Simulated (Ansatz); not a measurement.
# C₇H₆CrO₅S: how energies converge with the basis set

One table from this session's results is given with a row withheld; the runs are named, their logs left out.

Computed with Ansatz 0.2.0, Gaussian basis. Level: one geometry, several basis sets.

Levels to be run: PBE0-D4/def2-SVP; ωB97M-V/def2-SVP; PBE0-D4/def2-QZVPP; ωB97M-V/def2-QZVPP; the functionals' def2-TZVPP values are taken from earlier runs.

## The geometry

The geometry comes from an earlier relaxation with PBE0-D4 in a triple-zeta def2 set; it is a stationary point, not always the lowest conformer.

SMILES `C[S+](C)[Cr-6]([C]#[O+])([C]#[O+])([C]#[O+])([C]#[O+])[C]#[O+]`, 20 atoms, charge 0, spin multiplicity 1.

Atoms are counted from 1 here; the program's logs count them from 0.

Bond lengths: C1–S2 1.797 Å, C1–H15 1.089 Å, C1–H16 1.091 Å, C1–H17 1.090 Å, S2–C3 1.797 Å, S2–Cr4 2.411 Å, C3–H18 1.089 Å, C3–H19 1.091 Å, C3–H20 1.090 Å, Cr4–C5 1.884 Å, Cr4–C7 1.884 Å, Cr4–C9 1.881 Å, Cr4–C11 1.845 Å, Cr4–C13 1.893 Å, C5–O6 1.142 Å, C7–O8 1.142 Å, C9–O10 1.143 Å, C11–O12 1.144 Å and more. Angles: S2–C1–H15 107.5°, S2–C1–H16 109.3°, S2–C1–H17 111.0°, H15–C1–H16 109.2°, H15–C1–H17 109.5°, H16–C1–H17 110.3°, C1–S2–C3 98.7°, C1–S2–Cr4 109.3°, C3–S2–Cr4 109.2°, S2–C3–H18 107.5°, S2–C3–H19 109.3°, S2–C3–H20 111.0°, H18–C3–H19 109.2°, H18–C3–H20 109.5°, H19–C3–H20 110.3°, S2–Cr4–C5 91.1°, S2–Cr4–C7 91.1°, S2–Cr4–C9 89.9° and more.

Set-up of the first run:

in.yaml reads:

```yaml
crystal:
  periodic: [false, false, false]
  atoms:
    - {symbol: C, position_ang: [-1.831164, -0.040921, 1.552982]}
    - {symbol: S, position_ang: [-1.227017, -0.633683, -0.031766]}
    - {symbol: C, position_ang: [-0.658128, -2.257737, 0.484424]}
    - {symbol: Cr, position_ang: [0.667952, 0.694497, -0.707681]}
    - {symbol: C, position_ang: [-0.118799, 2.249104, 0.009905]}
    - {symbol: O, position_ang: [-0.566672, 3.210148, 0.433298]}
    - {symbol: C, position_ang: [1.503962, -0.815313, -1.463973]}
    - {symbol: O, position_ang: [2.038195, -1.708889, -1.932576]}
    - {symbol: C, position_ang: [1.499870, 0.341571, 0.941648]}
    - {symbol: O, position_ang: [2.002282, 0.124916, 1.944644]}
    - {symbol: C, position_ang: [2.107399, 1.715423, -1.245814]}
    - {symbol: O, position_ang: [3.004020, 2.347073, -1.572849]}
    - {symbol: C, position_ang: [-0.198600, 1.028899, -2.357389]}
    - {symbol: O, position_ang: [-0.697013, 1.246156, -3.358573]}
    - {symbol: H, position_ang: [-2.228322, 0.961336, 1.398135]}
    - {symbol: H, position_ang: [-2.632085, -0.694590, 1.900294]}
    - {symbol: H, position_ang: [-1.026700, -0.003417, 2.288250]}
    - {symbol: H, position_ang: [-0.259637, -2.760356, -0.395815]}
    - {symbol: H, position_ang: [-1.502650, -2.828643, 0.872034]}
    - {symbol: H, position_ang: [0.123087, -2.175588, 1.240821]}
basis:
  gaussian: {orbitals: def2-SVP}
hamiltonian: {xc: pbe0, dispersion: d4}
output: {orbitals: {seedname: orbitals}}
```

Command:

```sh
$ ansatz run in.yaml --threads 11 --pin off --events-out ev --progress --plain --max-ram 110592MiB --backend cpu
```

Steps of the session up to this table: PBE0-D4 in def2-SVP; ωB97M-V in def2-SVP; PBE0-D4 in def2-QZVPP; ωB97M-V in def2-QZVPP.

One table of the session follows, with a row left open; its other results are not shown here.

It belongs to the step «Functionals by basis». 

```
functional       basis  HOMO (eV)
   PBE0-D4    def2-SVP          ?
   PBE0-D4  def2-TZVPP      -6.42
   PBE0-D4  def2-QZVPP      -6.44
   ωB97M-V    def2-SVP      -8.21
   ωB97M-V  def2-TZVPP      -8.39
   ωB97M-V  def2-QZVPP      -8.42
```

**Question.** Estimate the row for PBE0-D4, def2-SVP.

**Answer.** HOMO (eV): -6.29. In the column «HOMO (eV)» it is the highest.
